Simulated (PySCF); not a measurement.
# The bond of ScI, level by level

One table from this session's results is given with a row withheld; the runs are named, their logs left out.

Program: PySCF 2.14.0. Level of theory: Sc x2c-TZVPPall, I x2c-TZVPPall, spin-free X2C with a Gaussian nucleus. These are calculated values, not measurements.

The first run:

Settings of the job:

```yaml
atoms: Sc, I
charge: 0
basis: Sc x2c-TZVPPall, I x2c-TZVPPall
Hamiltonian: spin-free X2C with a Gaussian nucleus
basis_functions: 124
electrons_treated: 74
masses_in_u: 44.9559, 126.9045
levels: PBE0, PBE, r²SCAN, r²SCAN0, TPSS, r²SCANh, M06, LC-ωPBE, HF, MP2, SCS-MP2
grid: 80 radial by 434 angular points
occupations: held fixed by the projection of orbital angular momentum
dissociation_limit: Sc + I, each in its ground configuration
starting_distance_in_angstrom: 2.630
values_of_2S_to_try: 0, 2, 4
```

Run with:

```bash
$ OMP_NUM_THREADS=2 python dia.py task.json out
```

Steps of the session up to this table: Input; First curve: PBE0; Higher solutions at PBE0; PBE; r²SCAN (meta-GGA); r²SCAN0 (hybrid meta-GGA); TPSS; r²SCANh (hybrid meta-GGA); M06; LC-ωPBE (range-separated hybrid); UHF.

One of the session's tables, all rows but one given; the rest of the session is left out.

It belongs to the step «The curves together». Energy (eV) from each level's lowest point:

| R (Å) | UHF | UHF-MP2 | UHF-SCS-MP2 | PBE | TPSS |
| --- | --- | --- | --- | --- | --- |
| 2.322 | 1.473 | 0.959 | 1.060 | 0.779 | 0.818 |
| 2.430 | ? | ? | ? | ? | ? |
| 2.538 | 0.347 | 0.146 | 0.179 | 0.090 | 0.104 |
| 2.619 | 0.154 | 0.038 | 0.053 | 0.014 | 0.020 |
| 2.700 | 0.045 | 0.000 | 0.000 | 0.000 | 0.000 |
| 2.781 | 0.000 | 0.016 | 0.003 | 0.034 | 0.029 |
| 2.889 | 0.016 | 0.100 | 0.072 | 0.133 | 0.121 |
| 3.024 | 0.120 | 0.271 | 0.229 | 0.312 | 0.294 |
| 3.186 | 0.321 | 0.534 | 0.479 | 0.573 | 0.548 |
| 3.402 | 0.654 | 0.929 | 0.861 | 0.945 | 0.916 |

**Question.** Estimate the row for R (Å) = 2.430.

Worked estimate for «UHF». A straight line through the neighbours (2.322, 1.473) and (2.538, 0.347) gives 1.473 + (0.347 − 1.473) × (2.430 − 2.322) / (2.538 − 2.322) = 0.910; a parabola fitted to 3 rows on both sides gives 0.799.

The run gave: UHF: 0.776; UHF-MP2: 0.437; UHF-SCS-MP2: 0.500; PBE: 0.328; TPSS: 0.353. In «UHF» the line misses by +0.134 and the parabola by +0.023.

Limits of these values: The state is the lowest single determinant that the PBE0 search found; with open d or f shells the true ground state can be another one.
